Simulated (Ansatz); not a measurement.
This script drives Ansatz 0.2.0 through its Python package.

`c2h6te_scan.py`
```python
# -*- coding: utf-8 -*-
"""Potential curve of C2H6Te along one bond."""

import ansatz as az
import numpy as np


def main():
    c2h6te = (
        az.Crystal.molecule()
        .atom("C", [-0.5104, 0.5788, -0.8207])
        .atom("C", [0.3722, -0.2551, -0.015])
        .atom("Te", [-0.3828, -0.4367, 1.9834])
        .atom("H", [-1.4991, 0.1836, -0.8657])
        .atom("H", [-0.1723, 0.7061, -1.8879])
        .atom("H", [-0.6209, 1.6529, -0.3842])
        .atom("H", [1.4169, 0.2016, 0.0115])
        .atom("H", [0.4778, -1.2452, -0.4776])
        .atom("H", [1.007, -1.4323, 2.4391])
    )

    symbols = [site.symbol for site in c2h6te.cartesian_sites]
    start = np.array([site.position_ang for site in c2h6te.cartesian_sites])
    axis = (start[5] - start[0]) / np.linalg.norm(start[5] - start[0])
    moving = [5]
    lengths, energies = [1.025, 1.071, 1.118, 1.165, 1.211, 1.258, 1.304, 1.374], []
    for length in lengths:
        xyz = start.copy()
        xyz[moving] += (length - np.linalg.norm(start[5] - start[0])) * axis
        point = az.Crystal.molecule()
        for symbol, xyz in zip(symbols, xyz):
            point = point.atom(symbol, xyz.tolist())
        base = (
            point.calculation()
            .basis(gaussian="def2-SVP")
            .functional("cam_b3lyp")
        )
        summary = base.run(threads=1).report
        energies.append(summary["free_energy_ev"])
        print(f"r = {length:6.3f} A  E = {energies[-1]:.5f} eV  <S^2> = {abs(summary['mean_field']['state']['spin_squared']):.3f}")

    # quartic fit about the minimum
    fit = np.polynomial.Polynomial.fit(lengths, np.array(energies) - min(energies), 4).convert()
    roots = [r.real for r in fit.deriv().roots() if abs(r.imag) < 1e-9 and fit.deriv(2)(r.real) > 0]
    r_e = min(roots, key=lambda r: abs(r - lengths[int(np.argmin(energies))]))
    print(f"minimum of the fit at {r_e:.4f} A, force constant {fit.deriv(2)(r_e):.2f} eV/A^2")


if __name__ == "__main__":
    main()
```

It is started by `python c2h6te_scan.py`. Estimate its wall time and peak memory on 1 thread of Intel(R) Xeon(R) Platinum 8375C CPU @ 2.90GHz (Ice Lake), with other jobs on the host.

It took about 16 s, with a peak of 0.25 GiB, for 8 runs of the engine.

Output of `python c2h6te_scan.py`:
```text
r =  1.025 A  E = -9461.24645 eV  <S^2> = 0.000
r =  1.071 A  E = -9461.34491 eV  <S^2> = 0.000
r =  1.118 A  E = -9461.35946 eV  <S^2> = 0.000
r =  1.165 A  E = -9461.30749 eV  <S^2> = 0.000
r =  1.211 A  E = -9461.20777 eV  <S^2> = 0.000
r =  1.258 A  E = -9461.06844 eV  <S^2> = 0.000
r =  1.304 A  E = -9460.90494 eV  <S^2> = 0.000
r =  1.374 A  E = -9460.62074 eV  <S^2> = 0.000
minimum of the fit at 1.1035 A, force constant 32.76 eV/A^2
```

Reading the output:
- Total energies depend on the basis set; only differences at equal settings carry meaning.
- The rest of the molecule is held rigid at a force-field or estimated start geometry, and the basis set is modest; single-reference methods fail as a bond breaks.
- def2 sets replace the cores of elements past krypton by effective core potentials.
- The orbitals are restricted, so S² is zero by construction.

(A comment or docstring line of the script was reworded after the run, the code is as it ran; lines on the test bed's own set-up are left out of the output.)
